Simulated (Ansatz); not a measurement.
# HC16: the cost of one run

Method: DFT PBE, plane waves, PAW, scalar-relativistic, no spin polarisation, in Ansatz 0.2.0.

## 1. The starting structure

The cell holds 17 atoms (C16H): a = 5.049 Å, b = 5.049 Å, c = 5.049 Å, α = 60.00°, β = 60.00°, γ = 60.00°.

Structure file:

```
C H
1.0
     0.00000    3.57000    3.57000
     3.57000    0.00000    3.57000
     3.57000    3.57000    0.00000
C H
16 1
Direct
  0.00000 0.00000 0.00000
  0.12500 0.12500 0.12500
  0.00000 0.00000 0.50000
  0.12500 0.12500 0.62500
  0.00000 0.50000 0.00000
  0.12500 0.62500 0.12500
  0.00000 0.50000 0.50000
  0.12500 0.62500 0.62500
  0.50000 0.00000 0.00000
  0.62500 0.12500 0.12500
  0.50000 0.00000 0.50000
  0.62500 0.12500 0.62500
  0.50000 0.50000 0.00000
  0.62500 0.62500 0.12500
  0.50000 0.50000 0.50000
  0.62500 0.62500 0.62500
  0.24201 0.75484 0.23661
```

## 2. End point A

Input file input.yaml:

```yaml
crystal:
  lattice:
    - [0.0, 3.57, 3.57]
    - [3.57, 0.0, 3.57]
    - [3.57, 3.57, 0.0]
  atoms:
    - { symbol: C, position: [0.0, 0.0, 0.0] }
    - { symbol: C, position: [0.125, 0.125, 0.125] }
    - { symbol: C, position: [0.0, 0.0, 0.5] }
    - { symbol: C, position: [0.125, 0.125, 0.625] }
    - { symbol: C, position: [0.0, 0.5, 0.0] }
    - { symbol: C, position: [0.125, 0.625, 0.125] }
    - { symbol: C, position: [0.0, 0.5, 0.5] }
    - { symbol: C, position: [0.125, 0.625, 0.625] }
    - { symbol: C, position: [0.5, 0.0, 0.0] }
    - { symbol: C, position: [0.625, 0.125, 0.125] }
    - { symbol: C, position: [0.5, 0.0, 0.5] }
    - { symbol: C, position: [0.625, 0.125, 0.625] }
    - { symbol: C, position: [0.5, 0.5, 0.0] }
    - { symbol: C, position: [0.625, 0.625, 0.125] }
    - { symbol: C, position: [0.5, 0.5, 0.5] }
    - { symbol: C, position: [0.625, 0.625, 0.625] }
    - { symbol: H, position: [0.242013, 0.7548354, 0.2366122] }
total_charge: 1
basis:
  ecutwfc: 420.0
kpoints:
  mp_grid: { grid: [3, 3, 3] }
hamiltonian:
  xc: pbe
scf:
  occupations: { method: gaussian, width: 0.05 }
  lower_state_search: "off"
relax:
  f_tol: 0.03
  max_steps: 60
  adjacent_minimum: "off"
```

Started as:

```bash
ansatz run input.yaml --threads 1 --pin off --max-ram 3072MiB --backend cpu --events-out ev --progress --plain --runs-dir out
```

Q: Estimate wall time and peak memory on 1 thread of Arm Neoverse V1, shared host.

About 43 s, with a peak of 0.32 GiB.
